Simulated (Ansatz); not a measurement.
# Zr5TiN6: the cost of one run

Computed with Ansatz 0.2.0 (DFT PBE, scalar-relativistic, plane waves, PAW, unless a step's input says otherwise).

1 further run of the same task is left out (it didn't finish). Runs told in other sessions of the task aren't counted.

### 1 Starting point

It takes space group P4/mmm (No. 123, tetragonal). The conventional cell has a = 3.219 Å, b = 3.219 Å, c = 13.629 Å, α = 90.00°, β = 90.00°, γ = 90.00°. Around Zr (site symmetry 4mm) lie 6 N at 2.28 to 2.32 Å. Zr (site symmetry 4/mmm) has 6 N at 2.28 to 2.31 Å in its first shell of neighbours. Zr (site symmetry 4mm) has 6 N at 2.18 to 2.33 Å in its first shell of neighbours. Around Ti (site symmetry 4/mmm) lie 6 N at 2.19 to 2.28 Å. N (site symmetry 4/mmm) is surrounded by 6 Zr at 2.28 to 2.30 Å. N (site symmetry 4mm) is surrounded by 6 Zr at 2.28 to 2.33 Å. Around N (site symmetry 4mm) lie 1 Ti at 2.19 Å and 5 Zr at 2.28 to 2.32 Å. N (site symmetry 4/mmm) has 2 Zr at 2.18 Å and 4 Ti at 2.28 Å in its first shell of neighbours.

Coordinates:

```cif
data_structure
_symmetry_space_group_name_H-M 'P4/mmm'
_symmetry_Int_Tables_number 123
_cell_length_a 3.2195
_cell_length_b 3.2195
_cell_length_c 13.6288
_cell_angle_alpha 90.000
_cell_angle_beta 90.000
_cell_angle_gamma 90.000
_cell_volume 141.26
loop_
_atom_site_label
_atom_site_type_symbol
_atom_site_symmetry_multiplicity
_atom_site_Wyckoff_symbol
_atom_site_fract_x
_atom_site_fract_y
_atom_site_fract_z
_atom_site_occupancy
Zr1 Zr 2 g 0.00000 0.00000 0.83147 1
Zr2 Zr 1 c 0.50000 0.50000 0.00000 1
Zr3 Zr 2 h 0.50000 0.50000 0.34040 1
Ti1 Ti 1 b 0.00000 0.00000 0.50000 1
N1 N 1 a 0.00000 0.00000 0.00000 1
N2 N 2 h 0.50000 0.50000 0.16957 1
N3 N 2 g 0.00000 0.00000 0.33908 1
N4 N 1 d 0.50000 0.50000 0.50000 1
```

The cell was relaxed beforehand at this level, from a generated guess; it needn't be the stable form of this composition. At a tolerance of 0.05 Å it has space group P4/mmm (No. 123); it has 11.77 Å³/atom, an uncorrected energy of -1.70 eV/atom over the elements.

### 2 Static run: bands, density of states and charges

The input, input.yaml:

```yaml
crystal:
  lattice:
    - [3.2194778, 0.0, 0.0]
    - [0.0, 3.2194778, 0.0]
    - [0.0, 0.0, 13.6287621]
  atoms:
    - { symbol: Zr, position: [0.0, 0.0, 0.831473] }
    - { symbol: Zr, position: [0.5, 0.5, 0.0] }
    - { symbol: Zr, position: [0.0, 0.0, 0.168527] }
    - { symbol: Zr, position: [0.5, 0.5, 0.340404] }
    - { symbol: Zr, position: [0.5, 0.5, 0.659596] }
    - { symbol: Ti, position: [0.0, 0.0, 0.5] }
    - { symbol: "N", position: [0.0, 0.0, 0.0] }
    - { symbol: "N", position: [0.5, 0.5, 0.169568] }
    - { symbol: "N", position: [0.0, 0.0, 0.339078] }
    - { symbol: "N", position: [0.5, 0.5, 0.5] }
    - { symbol: "N", position: [0.0, 0.0, 0.660922] }
    - { symbol: "N", position: [0.5, 0.5, 0.830432] }
basis:
  ecutwfc: 420
kpoints:
  mp_grid: { grid: [12, 12, 4] }
  band_path:
    path:
      - [[0.0, 0.0, 0.0], [0.0, 0.5, 0.0], [0.5, 0.5, 0.0], [0.0, 0.0, 0.0], [0.0, 0.0, 0.5], [0.0, 0.5, 0.5], [0.5, 0.5, 0.5], [0.0, 0.0, 0.5]]
      - [[0.0, 0.5, 0.0], [0.0, 0.5, 0.5]]
      - [[0.5, 0.5, 0.0], [0.5, 0.5, 0.5]]
    npoints: 10
hamiltonian:
  xc: pbe
scf:
  occupations: { method: gaussian, width: 0.1 }
  n_extra_bands: 30
output:
  forces: true
  stress: true
  eigenvalues: true
  populations: true
  dos: { projected: true, de: 0.02, nscf_kmesh: { grid: [15, 15, 5] } }
  bader: false
  write_density: true
  write_potential: true
  elf: true
  volumetric_format: npy
```

Run with:

```bash
$ ansatz run input.yaml --threads 4 --pin off --max-ram 8192MiB --backend cpu --events-out ev --progress --plain --runs-dir out
```

Q: Estimate wall time and peak memory on 4 threads of Intel Xeon 6975P-C (Granite Rapids), shared host.

About 21 s, with a peak of 1.3 GiB.
